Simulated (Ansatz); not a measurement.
Run this with Ansatz 0.2.0 through its Python package and show what comes out.

`brclsi.xyz`
```text
3

Cl    0.70180    1.48000    0.53620
Si   -0.71030    0.26600   -0.35690
Br   -0.00240   -1.81080   -0.19260
```

Script `brclsi_cas.py`:
```python
"""Static correlation in BrClSi: natural occupations of an active space."""

from dataclasses import dataclass

import ansatz as az


@dataclass
class Settings:
    basis_set: str = "def2-SVP"


opts = Settings()


def main() -> None:
    brclsi = az.Crystal.molecule_from_extxyz("brclsi.xyz")

    calc = brclsi.calculation()
    calc = calc.basis(gaussian=opts.basis_set).correlation(active_electrons=4, active_orbitals=5)
    for method in [None, "sc_nevpt2"]:
        summary = (calc if method is None else calc.correlation(method)).run(threads=1).report
        space = summary["configurations"]
        state = space["states"][0]
        print(method or "casscf", f"total {summary['free_energy_ev'] / 27.211386246:.6f} Ha, active-space state {state['energy']['hartree']:.6f} Ha, mean field {summary['reference_energy_ev'] / 27.211386246:.6f} Ha")
        print("  determinants", state["n_determinants"], " natural occupations", [round(n, 3) for n in space["natural_occupations"]])


if __name__ == "__main__":
    main()
```

```console
$ python brclsi_cas.py
casscf total -3320.392649 Ha, active-space state -3320.392649 Ha, mean field -3320.355552 Ha
  determinants 100  natural occupations [1.984, 1.912, 0.065, 0.026, 0.012]
sc_nevpt2 total -3320.794961 Ha, active-space state -3320.392601 Ha, mean field -3320.355552 Ha
  determinants 52  natural occupations [1.984, 1.912, 0.066, 0.026, 0.012]
```

Caveats:
- Total energies depend on the basis set; only differences at equal settings carry meaning.
- The geometry is a force-field or estimated start, not a minimum of this method, and the basis set is short of its limit. The active space starts as a window about the frontier orbitals and is then optimised, not chosen by chemistry.
- Finished in 12 s on 1 thread of Arm Neoverse V1 (shared host), peak memory 0.24 GiB.
